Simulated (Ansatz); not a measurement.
# Ti₃Zn: a line through an energy map

One line of a two-coordinate grid on Ti₃Zn (Pm-3m, No. 221; 4 atoms in the cell): length along [111] over the lengths across it is varied, at volume per atom = 15.74 Å³.

Program: Ansatz 0.2.0. Level of theory: DFT LDA, scalar-relativistic, plane waves, PAW. These are calculated values, not measurements.

15 further runs of the same task are left out: 15 set aside as unsound or not needed.

### 1 Starting point

The structure is cubic, space group Pm-3m (No. 221). Conventional cell: a = 3.910 Å, b = 3.910 Å, c = 3.910 Å, α = 90.00°, β = 90.00°, γ = 90.00°. Ti (site symmetry 4/mmm) is surrounded by 8 Ti at 2.76 Å and 4 Zn at 2.76 Å. Zn (site symmetry m-3m) is surrounded by 12 Ti at 2.76 Å.

Coordinates:

```xyz
4
Lattice="3.9097 0.0000 0.0000 0.0000 3.9097 0.0000 0.0000 0.0000 3.9097" Properties=species:S:1:pos:R:3 pbc="T T T"
Ti    0.0000    1.9549    1.9549
Ti    1.9549    0.0000    1.9549
Ti    1.9549    1.9549    0.0000
Zn    0.0000    0.0000    0.0000
```

It goes back to an entry of the Materials Project, which need not be the stable form.

It is the result of an earlier relaxation at this level (volume 14.94 Å³/atom; gap on the mesh: none (metal)).

### 2 Plan of the line

The energy is mapped over volume and the cell's shape.

First coordinate, volume per atom: 7 values from 13.75 to 16.14 Å³. Second coordinate, length along [111] over the lengths across it, relative to the cubic cell: 7 values from 0.923 to 1.083.

Nothing else is relaxed (symmetry fixes all fractional coordinates). Energies count from the relaxed crystal. Points are written as (first, second).

### 3 Point (15.74 Å³, 0.923)

Input file input.yaml:

```yaml
crystal:
  lattice:
    - [3.9808593883, -0.1048669767, -0.1048669767]
    - [-0.1048669767, 3.9808593883, -0.1048669767]
    - [-0.1048669767, -0.1048669767, 3.9808593883]
  atoms:
    - { symbol: Ti, position: [0.0, 0.5, 0.5] }
    - { symbol: Ti, position: [0.5, 0.0, 0.5] }
    - { symbol: Ti, position: [0.5, 0.5, 0.0] }
    - { symbol: Zn, position: [0.0, 0.0, 0.0] }
basis:
  ecutwfc: 520.0
kpoints:
  mp_grid: { grid: [12, 12, 12] }
hamiltonian:
  xc: lda
scf:
  occupations: { method: gaussian, width: 0.15 }
output:
  forces: true
  stress: true
  eigenvalues: true
```

Command:

```console
> ansatz run input.yaml --threads 2 --pin off --max-ram 4096MiB --backend cpu --events-out ev --progress --plain --runs-dir out
```

Further runs follow: the other points of the line.

**Question.** What will these runs give? Wanted: for each run, length along [111] over the lengths across it, relative to the cubic cell; energy; slope; pressure.

**Answer**, as computed:

```
length along [111] over the lengths across it, relative to the cubic cell  step  energy (meV/atom)  slope (meV/atom per unit)  pressure (GPa)
                                                                    0.923     3               38.8                       −606           −5.56
                                                                    0.948     4               26.3                       −400           −5.85
                                                                    0.974     5               18.5                       −204           −6.03
                                                                    1.000     6               15.8                          0           −6.10
                                                                    1.027     7               18.8                        222           −6.03
                                                                    1.055     8               28.3                        460           −5.82
                                                                    1.083     9               45.0                        706           −5.47
```

Energies count from the relaxed crystal. Slopes come from the forces (and the stress, where the cell changes), not from differences of energies.

**Reading.** Along the line the energy is lowest at 1.000, 15.8 meV/atom from the zero. Energies and slopes round the minimum, fitted together, put the minimum at 0.9999, with a curvature of about 8000 meV/atom per (unit)². The highest point computed, at 1.083, lies 29.1 meV/atom above the lowest. This is one cut through a surface in two coordinates; the map's lowest point lies off it.
